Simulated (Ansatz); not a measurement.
**C₄H₁₀Si: how energies converge with the basis set**

One table from this session's results is given with a row withheld; the runs are named, their logs left out.

Computed with Ansatz 0.2.0, Gaussian basis. Level: one geometry, several basis sets.

The runs, in order: PBE0-D4/def2-SVP; ωB97M-V/def2-SVP; PBE0-D4/def2-QZVPP; ωB97M-V/def2-QZVPP; the functionals' def2-TZVPP values are taken from earlier runs.

## The relaxed structure

All runs share one geometry, relaxed beforehand with PBE0-D4 in a triple-zeta def2 set.

SMILES `C=C([SiH3])CC`, 15 atoms, charge 0, spin multiplicity 1.

Atoms are counted from 1 here; the program's logs count them from 0.

Bond lengths: C1–C2 1.333 Å, C1–H6 1.089 Å, C1–H7 1.085 Å, C2–Si3 1.871 Å, C2–C4 1.504 Å, Si3–H8 1.490 Å, Si3–H9 1.486 Å, Si3–H10 1.489 Å, C4–C5 1.524 Å, C4–H11 1.095 Å, C4–H12 1.097 Å, C5–H13 1.092 Å, C5–H14 1.092 Å, C5–H15 1.093 Å. Angles: C2–C1–H6 121.4°, C2–C1–H7 122.3°, H6–C1–H7 116.3°, C1–C2–Si3 118.8°, C1–C2–C4 121.5°, Si3–C2–C4 119.7°, C2–Si3–H8 110.1°, C2–Si3–H9 109.2°, C2–Si3–H10 112.1°, H8–Si3–H9 109.5°, H8–Si3–H10 107.2°, H9–Si3–H10 108.7°, C2–C4–C5 113.3°, C2–C4–H11 109.1°, C2–C4–H12 109.0°, C5–C4–H11 109.8°, C5–C4–H12 108.8°, H11–C4–H12 106.5° and more.

Geometry (Å):

```xyz
15
charge 0, multiplicity 1
C     0.1089    1.0573    1.6451
C    -0.2021    0.2882    0.6023
Si   -1.6244    0.7987   -0.5014
C     0.5535   -0.9776    0.3057
C     1.2578   -0.9577   -1.0461
H     0.9231    0.7964    2.3193
H    -0.4312    1.9705    1.8732
H    -2.5887   -0.3272   -0.6491
H    -2.3146    1.9683    0.1016
H    -1.1663    1.1678   -1.8689
H     1.2849   -1.1539    1.1018
H    -0.1436   -1.8241    0.3294
H     1.9689   -0.1304   -1.1024
H     1.8040   -1.8885   -1.2130
H     0.5479   -0.8386   -1.8686
```

The first run:

in.yaml reads:

```yaml
crystal:
  periodic: [false, false, false]
  atoms:
    - {symbol: C, position_ang: [0.108945, 1.057262, 1.645123]}
    - {symbol: C, position_ang: [-0.202093, 0.288210, 0.602313]}
    - {symbol: Si, position_ang: [-1.624441, 0.798679, -0.501362]}
    - {symbol: C, position_ang: [0.553519, -0.977607, 0.305704]}
    - {symbol: C, position_ang: [1.257759, -0.957659, -1.046126]}
    - {symbol: H, position_ang: [0.923060, 0.796441, 2.319326]}
    - {symbol: H, position_ang: [-0.431204, 1.970481, 1.873248]}
    - {symbol: H, position_ang: [-2.588704, -0.327219, -0.649061]}
    - {symbol: H, position_ang: [-2.314613, 1.968318, 0.101631]}
    - {symbol: H, position_ang: [-1.166284, 1.167783, -1.868858]}
    - {symbol: H, position_ang: [1.284918, -1.153912, 1.101766]}
    - {symbol: H, position_ang: [-0.143553, -1.824146, 0.329402]}
    - {symbol: H, position_ang: [1.968935, -0.130389, -1.102353]}
    - {symbol: H, position_ang: [1.803977, -1.888509, -1.212984]}
    - {symbol: H, position_ang: [0.547879, -0.838633, -1.868571]}
basis:
  gaussian: {orbitals: def2-SVP}
hamiltonian: {xc: pbe0, dispersion: d4}
output: {orbitals: {seedname: orbitals}}
```

On the command line:

```sh
$ ansatz run in.yaml --threads 4 --pin off --events-out ev --progress --plain --max-ram 10444MiB
```

Among the steps run: PBE0-D4 in def2-SVP; ωB97M-V in def2-SVP; PBE0-D4 in def2-QZVPP; ωB97M-V in def2-QZVPP.

One of the session's tables, all rows but one given; the rest of the session is left out.

It belongs to the step «Functionals by basis». 

| functional | basis | HOMO (eV) | LUMO (eV) |
| --- | --- | --- | --- |
| PBE0-D4 | def2-SVP | -7.56 | -0.08 |
| PBE0-D4 | def2-TZVPP | -7.60 | -0.26 |
| PBE0-D4 | def2-QZVPP | -7.60 | -0.32 |
| ωB97M-V | def2-SVP | -9.76 | 2.07 |
| ωB97M-V | def2-TZVPP | -9.82 | 1.80 |
| ωB97M-V | def2-QZVPP | ? | ? |

**Question.** Estimate the row for ωB97M-V, def2-QZVPP.

As computed: HOMO (eV): -9.82; LUMO (eV): 1.61.
